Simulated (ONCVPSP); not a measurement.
# Pseudopotential generation for nitrogen: ONCV, PBE

Do these settings give a usable potential? It is generated, then checked for transferability, scattering, ghosts and hardness.

The numbers are computed with ONCVPSP 4.0.1 (PBE, scalar-relativistic, spin-unpolarised reference atom).

## 1. The design

The settings as typed:

```
element                 : nitrogen (N, Z = 7)
type                    : optimised norm-conserving Vanderbilt (ONCV)
frozen core             : [He]
valence charge          : 5
reference configuration : 2s2 2p3
partial waves           : 2s: rc 0.95 bohr, ncon 3, nbas 6, qcut 6.8 1/bohr, 2 projectors, debl 3.9 Ha; 2p: rc 2.40 bohr, ncon 3, nbas 6, qcut 5.5 1/bohr, 1 projector; d scattering state at 0.36 Ha: rc 2.30 bohr, ncon 4, nbas 8, qcut 3.7 1/bohr, 3 projectors, debl 1.3 Ha
local potential         : polynomial inside 0.85 bohr (lpopt 5, dvloc0 2 Ha)
core correction         : Teter function fitted to the true core (icmod 2), fcfact 0.2
```

## 2. The generation run

File N.dat:

```
# ATOM AND REFERENCE CONFIGURATION
# atsym  z   nc   nv     iexc    psfile
  N 7.00    1    2        4      upf
#
#   n    l    f
    1    0    2.00
    2    0    2.00
    2    1    3.00
#
# PSEUDOPOTENTIAL AND OPTIMIZATION
# lmax
    2
#
#   l,   rc,      ep,       ncon, nbas, qcut
    0    0.95    0.00    3    6    6.80
    1    2.40    0.00    3    6    5.50
    2    2.30    0.36    4    8    3.70
#
# LOCAL POTENTIAL
# lloc, lpopt,  rc(5),   dvloc0
    4    5    0.85    2.00
#
# VANDERBILT-KLEINMAN-BYLANDER PROJECTORs
# l, nproj, debl
    0    2    3.90
    1    1    3.20
    2    3    1.30
#
# MODEL CORE CHARGE
# icmod, fcfact, rcfact
    2    0.20    0.90
#
# LOG DERIVATIVE ANALYSIS
# epsh1, epsh2, depsh
   -2.00    5.00    0.02
#
# OUTPUT GRID
# rlmax, drl
    6.00    0.01
#
# TEST CONFIGURATIONS
# ncnf
    4
# nvcnf
#   n    l    f
    2
    2    0    2.00
    2    1    2.00
#
    2
    2    0    2.00
    2    1    1.00
#
    2
    2    0    2.00
    2    1    0.00
#
    2
    2    0    0.00
    2    1    5.00
#
```

On the command line:

```
$ oncvpsp.x < N.dat > N.out
```

Q: Predict the outcome of this session. Wanted: cutoffs for 1 and 0.1 mHa per electron, occupied waves; bound ghosts; GHOST(+) flags; largest test error; largest phase difference near zero energy, channels read; rms error of d²Exc/dn², without and with the model core.

As calculated:

| quantity | value |
| --- | --- |
| cutoffs for 1 and 0.1 mHa per electron, occupied waves | 27 Ha and 96 Ha |
| bound ghosts | none found |
| GHOST(+) flags | none at low energy |
| largest test error (AE − PS) | +3973 meV, for 2s2 2p0 |
| largest phase difference near zero energy, channels read | 0.062 rad |
| rms error of d²Exc/dn², without and with the model core | 0.30 and 0.69 mHa |

What this shows: By total energies transferability is poor: the largest error is 3973 meV on 89.5 eV, for 2s2 2p0. That test lies far up in energy; among those under 40 eV, nearer to bonding, the largest error is 171 meV. By its cutoff, 27 Ha for the looser tolerance, it is of middling hardness. The tighter tolerance needs 96 Ha, and converged work needs a cutoff nearer that. At the looser tolerance the 2s wave is the slowest; 2p needs 11 Ha. It is free of bound ghosts as far as tested. Of the channels read, p scatters worst near zero energy, by up to 0.06 rad. All of this concerns the isolated atom, not yet a solid.
